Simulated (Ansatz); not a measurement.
# CNNaO (SMILES N#C[O][Na]): one structure at several levels

Aim: energy, forces and dipole at a frame of a short trajectory, from CCSD(T) and from density functionals.

Computed with Ansatz 0.2.0, Gaussian basis. Level: single points in def2-TZVPP.

Correlated methods freeze the cores. The outer core shell of Li, Na, Mg and K is correlated.

**1. The system as given**

4 atoms, charge 0, spin multiplicity 1.

Atoms are counted from 1 here; the program's logs count them from 0.

Bond lengths: N1–C2 1.168 Å, C2–O3 1.232 Å, C2–Na4 2.932 Å, O3–Na4 2.115 Å. Angles: N1–C2–O3 168.2°, N1–C2–Na4 129.8°, O3–C2–Na4 38.7°, C2–O3–Na4 120.0°, C2–Na4–O3 21.4°.

Coordinates:

```csv
atom,x (Å),y (Å),z (Å)
N1,1.0755,-0.8266,1.1132
C2,0.0968,-0.3930,0.6459
O3,-0.7957,0.0857,-0.0566
Na4,-0.3131,0.9936,-1.9045
```

**2. PBE-D4/def2-TZVPP**

Input file run/in.yaml:

```yaml
crystal:
  periodic: [false, false, false]
  atoms:
    - {symbol: N, position_ang: [1.075527, -0.826570, 1.113204]}
    - {symbol: C, position_ang: [0.096766, -0.392984, 0.645883]}
    - {symbol: O, position_ang: [-0.795685, 0.085653, -0.056600]}
    - {symbol: Na, position_ang: [-0.313057, 0.993553, -1.904453]}
basis:
  gaussian: {orbitals: def2-TZVPP}
hamiltonian: {xc: pbe, dispersion: d4}
output: {forces: true}
```

On the command line:

```bash
$ ansatz run in.yaml --threads 2 --pin off --events-out ev --progress --plain --max-ram 3481MiB
```

**3. r2SCAN-D4/def2-TZVPP**

Edit run/in.yaml of step 2 so:

```diff
@@ -9,3 +9,3 @@
   gaussian: {orbitals: def2-TZVPP}
-hamiltonian: {xc: pbe, dispersion: d4}
+hamiltonian: {xc: r2scan, dispersion: d4}
 output: {forces: true}
```

**4. PBE0-D4/def2-TZVPP**

Edit run/in.yaml of step 3 so:

```diff
@@ -9,3 +9,3 @@
   gaussian: {orbitals: def2-TZVPP}
-hamiltonian: {xc: r2scan, dispersion: d4}
-output: {forces: true}
+hamiltonian: {xc: pbe0, dispersion: d4}
+output: {forces: true, orbitals: {seedname: orbitals}}
```

**5. wB97M-V/def2-TZVPP**

Edit run/in.yaml of step 4 so:

```diff
@@ -9,3 +9,3 @@
   gaussian: {orbitals: def2-TZVPP}
-hamiltonian: {xc: pbe0, dispersion: d4}
-output: {forces: true, orbitals: {seedname: orbitals}}
+hamiltonian: {xc: {name: wB97M-V}}
+output: {forces: true}
```

**6. CCSD(T)/def2-TZVPP**

Edit run/in.yaml of step 5 so:

```diff
@@ -9,3 +9,3 @@
   gaussian: {orbitals: def2-TZVPP}
-hamiltonian: {xc: {name: wB97M-V}}
+correlation: {method: ccsd_t}
 output: {forces: true}
```

(Steps that only read results are left out.)

Q: Predict the outcome of this session. Wanted: energy less free atoms, CCSD(T)/def2-TZVPP; RMS force component; RMS force error; HOMO and LUMO, PBE0-D4; T1 diagnostic.

**Answer**, as computed:

| quantity | value |
| --- | --- |
| energy less free atoms, CCSD(T)/def2-TZVPP | -380.3 kcal/mol |
| RMS force component | 0.594 to 0.927 eV/Å over the methods |
| RMS force error | PBE-D4 0.169, r2SCAN-D4 0.243, PBE0-D4 0.427, wB97M-V 0.505 eV/Å |
| HOMO and LUMO, PBE0-D4 | -5.84 and -2.11 eV |
| T1 diagnostic | 0.014 |

**Reading.** Against CCSD(T) the functionals' energies less atoms differ by -41.2 to -17.7 kcal/mol, PBE-D4 by -41.2 kcal/mol. CCSD(T) in triple zeta still lacks some correlation energy of the bonds, so part of these gaps is its own basis error and they don't rank the functionals. On forces the order runs from PBE-D4 to wB97M-V. Frozen-core CCSD(T) forces in triple zeta carry basis errors of their own, and this is one geometry, so small gaps rank nothing.
